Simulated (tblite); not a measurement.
# CH4BBrO (SMILES OCBBr): levels of theory compared

We compute a comparison of 3 runs (GFN2-xTB, GFN1-xTB, IPEA1-xTB) of CH4BBrO. The job is set up through a Python script.

The results are computed with tblite 0.8.0.

29 further runs of the same task are left out: 29 set aside as unsound or not needed.

**1. The molecule**

CH4BBrO: 8 atoms, total charge 0, spin state singlet. As SMILES, `OCBBr`. One bond was lengthened or shortened from a relaxed shape.

Bond lengths: O1–C2 1.416 Å, C2–B3 1.574 Å, B3–Br4 2.138 Å, O1–H5 0.966 Å, C2–H6 1.098 Å, C2–H7 1.109 Å, B3–H8 1.170 Å. Angles: O1–C2–B3 118.7°, C2–B3–Br4 120.3°, O1–C2–H6 105.7°, O1–C2–H7 108.9°, B3–C2–H6 111.0°, B3–C2–H7 107.3°, C2–O1–H5 110.0°, C2–B3–H8 120.3°, Br4–B3–H8 119.3°, H6–C2–H7 104.3°.

**2. Energy and gradient at GFN2-xTB (run 1)**

run.py

```python
import json
import numpy as np
from tblite.interface import Calculator

symbols = ["O", "C", "B", "Br", "H", "H", "H", "H"]
numbers = np.array([8, 6, 5, 35, 1, 1, 1, 1])
positions = np.array([
    [0.028583, 1.563935, -0.129455],
    [0.710823, 0.442485, 0.400895],
    [0.027263, -0.972075, 0.307255],
    [-1.746180, -1.239390, -0.857120],
    [-0.559767, 1.285765, -0.842855],
    [0.942153, 0.700105, 1.442695],
    [1.702973, 0.362025, -0.088555],
    [0.513263, -1.898795, 0.830195],
]) / 0.52917721

calc = Calculator("GFN2-xTB", numbers, positions, charge=0, uhf=0)
calc.set("verbosity", 0)
calc.set("accuracy", 0.1)
wfn = calc.singlepoint()

print(f"Energy: {wfn.get('energy') * 2625.4996:.8f} kJ/mol")
eps = np.atleast_2d(wfn.get("orbital-energies")) * 27.211386
occ = np.atleast_2d(wfn.get("orbital-occupations"))
filled = occ.sum(axis=0) if eps.shape[0] == 1 else occ[0]
homo = np.nonzero(filled > 0.5)[0].max()
print(f"HOMO {eps[0, homo]:.4f} eV")
if homo + 1 < eps.shape[1]:
    print(f"LUMO {eps[0, homo + 1]:.4f} eV, gap {eps[0, homo + 1] - eps[0, homo]:.4f} eV")
mu = wfn.get("dipole") * 2.541746
print(f"Dipole moment: {np.linalg.norm(mu):.4f} D, components " + " ".join(f"{c:.4f}" for c in mu))
q = wfn.get("charges")
g = wfn.get("gradient")
print("atom     charge      dE/dx        dE/dy        dE/dz   (Eh/bohr)")
for i, s in enumerate(symbols):
    print(f"{s:<2}{i + 1:<3} {q[i]:9.4f} {g[i, 0]:12.7f} {g[i, 1]:12.7f} {g[i, 2]:12.7f}")
print(f"gradient norm {np.linalg.norm(g):.6f} Eh/bohr")
out = {k: np.asarray(wfn.get(k)).tolist() for k in ("energy", "gradient", "charges", "dipole", "orbital-energies", "orbital-occupations")}
out.update(symbols=symbols, positions=(positions * 0.529177210903).tolist())
json.dump(out, open("results.json", "w"))
```

Command:

```bash
$ python run.py
```

The log of the run:

```text
Energy: -35599.67615812 kJ/mol
HOMO -11.2681 eV
LUMO -8.2759 eV, gap 2.9921 eV
Dipole moment: 3.1468 D, components 2.7488 -0.8754 1.2569
atom     charge      dE/dx        dE/dy        dE/dz   (Eh/bohr)
O 1     -0.4377   -0.0012430   -0.0004919    0.0002883
C 2     -0.0044    0.0088929    0.0039642    0.0045155
B 3      0.3084    0.0263640    0.0015873    0.0185341
Br4     -0.2486   -0.0410954   -0.0066487   -0.0266228
H 5      0.3008   -0.0001361    0.0002810   -0.0008442
H 6      0.0777    0.0004904    0.0008656   -0.0000135
H 7      0.0648    0.0007317    0.0008432   -0.0000105
H 8     -0.0611    0.0059955   -0.0004008    0.0041530
gradient norm 0.060468 Eh/bohr
```

Run time: 0.16 s. Hardware: 1 thread of Intel Xeon at 2.70GHz, shared host.

**3. Energy and forces at GFN1-xTB (run 2)**

start.xyz

```xyz
8

O      0.028583     1.563935    -0.129455
C      0.710823     0.442485     0.400895
B      0.027263    -0.972075     0.307255
Br    -1.746180    -1.239390    -0.857120
H     -0.559767     1.285765    -0.842855
H      0.942153     0.700105     1.442695
H      1.702973     0.362025    -0.088555
H      0.513263    -1.898795     0.830195
```

run.py

```python
import json
import numpy as np
from tblite.interface import Calculator
from tblite.interface import symbols_to_numbers

symbols = list(map(str, np.loadtxt("start.xyz", skiprows=2, usecols=0, dtype=str, ndmin=1)))
numbers = np.array(symbols_to_numbers(symbols))
positions = np.loadtxt("start.xyz", skiprows=2, usecols=(1, 2, 3), ndmin=2) / 0.5291772

calculator = Calculator("GFN1-xTB", numbers, positions, charge=0, uhf=0)
calculator.set("verbosity", 0)
calculator.set("accuracy", 0.1)
wfn = calculator.singlepoint()

print(f"E(total): {wfn.get('energy') * 627.5095:.8f} kcal/mol")
eps = np.atleast_2d(wfn.get("orbital-energies")) * 27.211386
occ = np.atleast_2d(wfn.get("orbital-occupations"))
filled = occ.sum(axis=0) if eps.shape[0] == 1 else occ[0]
homo = np.nonzero(filled > 0.5)[0].max()
print("  MO   occupation   energy/eV")
for i in range(max(0, homo - 4), min(eps.shape[1], homo + 5)):
    print(f"{i + 1:4d} {filled[i]:10.4f} {eps[0, i]:12.4f}")
mu = wfn.get("dipole") * 2.541746
print(f"Dipole moment: {np.linalg.norm(mu):.4f} D, components " + " ".join(f"{c:.4f}" for c in mu))
q = wfn.get("charges")
g = wfn.get("gradient")
print("atom     charge      dE/dx        dE/dy        dE/dz   (Eh/bohr)")
for i, s in enumerate(symbols):
    print(f"{s:<2}{i + 1:<3} {q[i]:9.4f} {g[i, 0]:12.7f} {g[i, 1]:12.7f} {g[i, 2]:12.7f}")
print(f"gradient norm {np.linalg.norm(g):.6f} Eh/bohr")
out = {k: np.asarray(wfn.get(k)).tolist() for k in ("energy", "gradient", "charges", "dipole", "orbital-energies", "orbital-occupations")}
out.update(symbols=symbols, positions=(positions * 0.529177210903).tolist())
json.dump(out, open("results.json", "w"))
```

Command:

```bash
$ python run.py
```

The log of the run:

```text
E(total): -8940.66005185 kcal/mol
  MO   occupation   energy/eV
   8     2.0000     -13.1218
   9     2.0000     -12.7834
  10     2.0000     -12.4217
  11     2.0000     -11.8108
  12     2.0000     -11.5417
  13     0.0000      -8.0203
  14     0.0000      -6.0015
  15     0.0000      -3.3562
  16     0.0000      -3.1088
Dipole moment: 1.9154 D, components 1.0905 -1.5721 -0.0898
atom     charge      dE/dx        dE/dy        dE/dz   (Eh/bohr)
O 1     -0.5641    0.0013770    0.0025506    0.0006793
C 2      0.1234    0.0027010   -0.0011720    0.0032942
B 3      0.2285    0.0367241   -0.0072524    0.0270283
Br4     -0.1339   -0.0462319   -0.0089620   -0.0298420
H 5      0.3299    0.0022306    0.0016049    0.0012895
H 6      0.0480    0.0009666    0.0036553   -0.0025531
H 7      0.0366    0.0007171    0.0031305    0.0003280
H 8     -0.0684    0.0015155    0.0064450   -0.0002241
gradient norm 0.073163 Eh/bohr
```

Run time: 0.16 s. Hardware: 1 thread of Intel Xeon at 2.70GHz, shared host.

**4. Energy and gradient at IPEA1-xTB (run 3)**

run.py

```python
import json
import numpy as np
from tblite.interface import Calculator
from tblite.interface import symbols_to_numbers

geometry = """
O      0.028583     1.563935    -0.129455
C      0.710823     0.442485     0.400895
B      0.027263    -0.972075     0.307255
Br    -1.746180    -1.239390    -0.857120
H     -0.559767     1.285765    -0.842855
H      0.942153     0.700105     1.442695
H      1.702973     0.362025    -0.088555
H      0.513263    -1.898795     0.830195
"""
lines = [l.split() for l in geometry.strip().splitlines()]
symbols = [l[0] for l in lines]
numbers = np.array(symbols_to_numbers(symbols))
positions = np.array([l[1:4] for l in lines], float) / 0.52917721

xtb = Calculator("IPEA1-xTB", numbers, positions, charge=0, uhf=0)
xtb.set("verbosity", 0)
xtb.set("accuracy", 0.1)
xtb.add("spin-polarization", 1.0)
result = xtb.singlepoint()

print(f"total energy: {result.get('energy') * 627.5095:.8f} kcal/mol")
eps = np.atleast_2d(result.get("orbital-energies")) * 27.211386
occ = np.atleast_2d(result.get("orbital-occupations"))
filled = occ.sum(axis=0) if eps.shape[0] == 1 else occ[0]
homo = np.nonzero(filled > 0.5)[0].max()
print(f"HOMO {eps[0, homo]:.4f} eV")
if homo + 1 < eps.shape[1]:
    print(f"LUMO {eps[0, homo + 1]:.4f} eV, gap {eps[0, homo + 1] - eps[0, homo]:.4f} eV")
mu = result.get("dipole") * 2.541746
print(f"dipole: {np.linalg.norm(mu):.4f} D, components " + " ".join(f"{c:.4f}" for c in mu))
q = result.get("charges")
g = result.get("gradient")
print("atom     charge      dE/dx        dE/dy        dE/dz   (Eh/bohr)")
for i, s in enumerate(symbols):
    print(f"{s:<2}{i + 1:<3} {q[i]:9.4f} {g[i, 0]:12.7f} {g[i, 1]:12.7f} {g[i, 2]:12.7f}")
print(f"gradient norm {np.linalg.norm(g):.6f} Eh/bohr")
out = {k: np.asarray(result.get(k)).tolist() for k in ("energy", "gradient", "charges", "dipole", "orbital-energies", "orbital-occupations")}
out.update(symbols=symbols, positions=(positions * 0.529177210903).tolist())
json.dump(out, open("results.json", "w"))
```

Command:

```bash
$ python run.py
```

The log of the run:

```text
total energy: -9327.06499590 kcal/mol
HOMO -12.0224 eV
LUMO -7.8035 eV, gap 4.2189 eV
dipole: 1.5841 D, components 1.4289 -0.6771 0.0962
atom     charge      dE/dx        dE/dy        dE/dz   (Eh/bohr)
O 1     -0.3368    0.0015262    0.0031339   -0.0024162
C 2      0.0211    0.0120377   -0.0055309    0.0077751
B 3      0.0042    0.0544385   -0.0012304    0.0394709
Br4     -0.0702   -0.0673438   -0.0122195   -0.0440650
H 5      0.2247   -0.0005686   -0.0012813    0.0025746
H 6      0.0779   -0.0012661    0.0018310   -0.0020892
H 7      0.0780   -0.0007386    0.0041889   -0.0000368
H 8      0.0011    0.0019149    0.0111083   -0.0012135
gradient norm 0.107553 Eh/bohr
```

Wall time 0.17 s (1 thread of Intel Xeon at 2.70GHz, shared host).

**5. All runs side by side**

| run | level | spin polarization | energy (Eh) | dipole moment (D) | HOMO energy (eV) | LUMO energy (eV) | wall time |
| --- | --- | --- | --- | --- | --- | --- | --- |
| 1 | GFN2-xTB | – | -13.559201 | 3.15 | -11.27 | -8.28 | 0.16 s |
| 2 | GFN1-xTB | – | -14.247848 | 1.92 | -11.54 | -8.02 | 0.16 s |
| 3 | IPEA1-xTB | 1 | -14.863624 | 1.58 | -12.02 | -7.80 | 0.17 s |

**6. What came out**

| quantity | value |
| --- | --- |
| run 3: total energy | -14.86362 Eh |
| run 3: dipole moment | 1.58 D |
| run 3: HOMO energy | -12.02 eV |
| run 3: LUMO energy | -7.80 eV |
| run 3: HOMO–LUMO gap | 4.22 eV |
| run 3: largest force on an atom | 4.186 eV/Å |

In words: The dipole moment (its size) runs from 1.58 D (IPEA1-xTB) to 3.15 D (GFN2-xTB). The HOMO–LUMO gap runs from 2.99 eV (GFN2-xTB) to 4.22 eV (IPEA1-xTB). Force-field and semi-empirical energies have zeros of their own, so their totals don't compare. All runs together took 0.49 s, the longest 0.17 s.
